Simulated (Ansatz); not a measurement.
# Co: the cost of one run

All numbers are computed with the Python package of Ansatz 0.2.0. Level of theory: DFT PBEsol, plane waves, PAW.

### Step 1. Starting point

It takes space group P-3m1 (No. 164, trigonal). Conventional cell: a = 2.487 Å, b = 2.487 Å, c = 4.063 Å, α = 90.00°, β = 90.00°, γ = 120.00°. Co (site symmetry 3m) is surrounded by 12 Co at 2.42 to 2.55 Å.

The script holds or builds the structure itself.

### Step 2. Script

The input, orders_co.py:

```python
"""Magnetic orders of Co compared."""

from dataclasses import dataclass
import warnings

import ansatz as az
import numpy as np


@dataclass(frozen=True)
class Settings:
    mesh: tuple[int, ...] = (13, 13, 7)
    filling: str = "fermi_dirac"
    sigma: float = 0.1


cfg = Settings()


def count_gap(report):
    # lowest empty less highest filled band, counting bands; zero where they overlap
    return max(report.get("gap_by_band_count_ev") or 0.0, 0.0)

CELL = [
    (2.48736487, 0.0, 0.0),
    (-1.24368244, 2.15412117, 0.0),
    (0.0, 0.0, 4.0632895),
]
ATOMS = [
    ("Co", (2 / 3, 1 / 3, 0.259861)),
    ("Co", (1 / 3, 2 / 3, 0.740139)),
]


def with_moments(moments):
    crystal = az.Crystal(lattice=az.Lattice.of(CELL))
    for (symbol, position), moment in zip(ATOMS, moments):
        crystal = crystal.atom(symbol, position, moment=moment or None)
    return crystal

warnings.simplefilter("ignore", az.DeckWarning)

# starting moments in muB, one an atom
orders = {
    "FM": [3.0, 3.0],
    "AFM": [3.0, -3.0],
}

rows = []
for label, moments in orders.items():
    job = with_moments(moments).calculation()
    job = job.functional(az.Functional.PBESOL).pseudopotentials("paw")
    job = job.kpoints(*cfg.mesh, center="gamma")
    job = job.occupations(cfg.filling, width=cfg.sigma)
    job = job.spin("collinear")
    job = job.band_table()
    r = job.run(threads=1).report
    rows.append((label, r["free_energy_ev"], r["magnetization_mub"], r["absolute_magnetization_mub"], max(abs(m) for m in r["site_moments_mub"]), count_gap(r)))
    print(label, "site moments:", [round(m, 2) for m in r["site_moments_mub"]])

# the same cell with no spin polarisation
plain = (
    with_moments([0] * len(ATOMS)).calculation()
    .functional(az.Functional.PBESOL)
    .pseudopotentials("paw")
    .kpoints(*cfg.mesh, center="gamma")
    .occupations(cfg.filling, width=cfg.sigma)
    .band_table()  # levels at the mesh points
)
r = plain.run(threads=1).report
rows.append(("NM", r["free_energy_ev"], 0.0, 0.0, 0.0, count_gap(r)))

lowest = min(row[1] for row in rows)
rows = [(row[0], 1000 * (row[1] - lowest) / 2, *row[2:]) for row in sorted(rows, key=lambda row: row[1])]
lines = [",".join(["order", "meV/magnetic atom", "net muB", "absolute muB", "largest site muB", "gap by band count eV"])] + [",".join(f"{v:.4f}" if isinstance(v, float) else str(v) for v in row) for row in rows]
print("\n".join(lines))
with open("orders.csv", "w") as handle:
    handle.write("\n".join(lines) + "\n")
print("lowest of these starts:", rows[0][0])
```

### Step 3. The calls as engine input

The package turns the script's settings into the engine's input (first run):

```yaml
crystal:
  lattice:
    - [2.48736487, 0.0, 0.0]
    - [-1.24368244, 2.15412117, 0.0]
    - [0.0, 0.0, 4.0632895]
  atoms:
    - { symbol: Co, position: [0.6666666666666666, 0.3333333333333333, 0.259861], spin: 3.0 }
    - { symbol: Co, position: [0.3333333333333333, 0.6666666666666666, 0.740139], spin: 3.0 }
kpoints:
  mp_grid:
    grid: [13, 13, 7]
    shift: [0.0, 0.0, 0.0]
hamiltonian:
  xc: pbesol
  pseudopotentials:
    kind: paw
magnetization:
  spin_polarized: true
scf:
  occupations:
    method: fermi_dirac
    width: 0.1
output:
  eigenvalues: true
```

### Step 4. The run

Launch:

```sh
> python orders_co.py
```

Q: Estimate wall time and peak memory on 1 thread of Arm Neoverse V2, shared host.

About 36 s, with a peak of 0.51 GiB.
